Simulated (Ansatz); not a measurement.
# Cs8GaSn7I23: the cost of one run

All numbers are computed with Ansatz 0.2.0 (PAW, plane waves).

## 1. Starting point

39 atoms (8 Cs, 1 Ga, 7 Sn, 23 I); a = 12.314 Å, b = 12.314 Å, c = 12.314 Å, α = 90.00°, β = 90.00°, γ = 90.00°. All atoms were shaken off their sites by about 0.02 Å along each axis. Defect site 1: (0.250, 0.250, 0.250). Defect site 2: (0.750, 0.750, 0.000). Starting moments add up to 1 μB.

The runs, in order: (2) PBEsol relaxation at the single k point (¼, ¼, ¼), on 1 × NVIDIA H100 80GB HBM3 with 4 threads of AMD EPYC 7R13; (3) HSE06 single point at the single k point (¼, ¼, ¼), on 1 × NVIDIA H100 80GB HBM3 with 4 threads of AMD EPYC 7R13; (4) r²SCAN single point at the single k point (¼, ¼, ¼), on 4 threads of AMD EPYC 7R13.

## 2. PBEsol relaxation in the fixed cell

in.yaml

```yaml
crystal:
  lattice:
    - [12.314462, 0.000000, 0.000000]
    - [0.000000, 12.314462, 0.000000]
    - [0.000000, 0.000000, 12.314462]
  atoms:
    - { symbol: Cs, position: [0.997909, 0.001790, 0.999069] }
    - { symbol: Cs, position: [0.001073, 0.998215, 0.500439] }
    - { symbol: Cs, position: [0.997668, 0.501427, 0.999644] }
    - { symbol: Cs, position: [0.001313, 0.497670, 0.498544] }
    - { symbol: Cs, position: [0.499784, 0.000604, 0.998739] }
    - { symbol: Cs, position: [0.500525, 0.997794, 0.500220] }
    - { symbol: Cs, position: [0.499291, 0.499797, 0.002265] }
    - { symbol: Cs, position: [0.498880, 0.496434, 0.499939] }
    - { symbol: Ga, position: [0.251168, 0.248145, 0.251139], spin: 0.111 }
    - { symbol: Sn, position: [0.248280, 0.247201, 0.747969] }
    - { symbol: Sn, position: [0.252200, 0.752752, 0.251506] }
    - { symbol: Sn, position: [0.253247, 0.751080, 0.749117] }
    - { symbol: Sn, position: [0.748106, 0.249473, 0.249902] }
    - { symbol: Sn, position: [0.751600, 0.250887, 0.748437] }
    - { symbol: Sn, position: [0.750198, 0.752059, 0.249670], spin: 0.111 }
    - { symbol: Sn, position: [0.751103, 0.747868, 0.750839], spin: 0.111 }
    - { symbol: I, position: [0.252205, 0.250547, 0.001901], spin: 0.111 }
    - { symbol: I, position: [0.250775, 0.251021, 0.497777], spin: 0.111 }
    - { symbol: I, position: [0.253430, 0.747464, 0.001953] }
    - { symbol: I, position: [0.249081, 0.749721, 0.498191] }
    - { symbol: I, position: [0.750403, 0.251646, 0.998921] }
    - { symbol: I, position: [0.749407, 0.250885, 0.500914] }
    - { symbol: I, position: [0.748549, 0.748768, 0.496359] }
    - { symbol: I, position: [0.999188, 0.249839, 0.248265], spin: 0.111 }
    - { symbol: I, position: [0.998970, 0.250400, 0.749641] }
    - { symbol: I, position: [0.999107, 0.749204, 0.252524] }
    - { symbol: I, position: [0.997872, 0.750192, 0.749268] }
    - { symbol: I, position: [0.498469, 0.247087, 0.250282], spin: 0.111 }
    - { symbol: I, position: [0.499761, 0.250438, 0.749973] }
    - { symbol: I, position: [0.498647, 0.752579, 0.249142] }
    - { symbol: I, position: [0.499900, 0.749181, 0.749650] }
    - { symbol: I, position: [0.249387, 0.999631, 0.250021], spin: 0.111 }
    - { symbol: I, position: [0.248663, 0.003248, 0.748487] }
    - { symbol: I, position: [0.248366, 0.500376, 0.251794], spin: 0.111 }
    - { symbol: I, position: [0.249428, 0.499529, 0.750355] }
    - { symbol: I, position: [0.748922, 0.999922, 0.249204] }
    - { symbol: I, position: [0.751324, 0.000017, 0.751791] }
    - { symbol: I, position: [0.748387, 0.496511, 0.250139] }
    - { symbol: I, position: [0.750212, 0.499642, 0.749904] }
  symmetry: { detect: false }
kpoints:
  mp_grid: { grid: [1, 1, 1], shift: [0.25, 0.25, 0.25] }
hamiltonian:
  xc: pbesol
total_charge: -1
magnetization:
  spin_polarized: true
scf:
  occupations: { method: fermi_dirac, width: 0.01 }
relax:
  f_tol: 0.03
  max_steps: 80
  escape_saddle: false
  adjacent_minimum: "off"
output:
  forces: true
  eigenvalues: true
  populations: true
  charged_corrections: { epsilon: 30 }
```

Launch:

```console
$ ansatz run in.yaml --threads 4 --pin off --max-ram 61750MiB --runs-dir r --events-out ev --progress --plain --backend cuda --devices 0, --max-vram 37GiB
```

What time and memory should one allow on 1 × NVIDIA H100 80GB HBM3 with 4 threads of AMD EPYC 7R13, shared host?

About 65 s, with a peak of 1.9 GiB on the host.
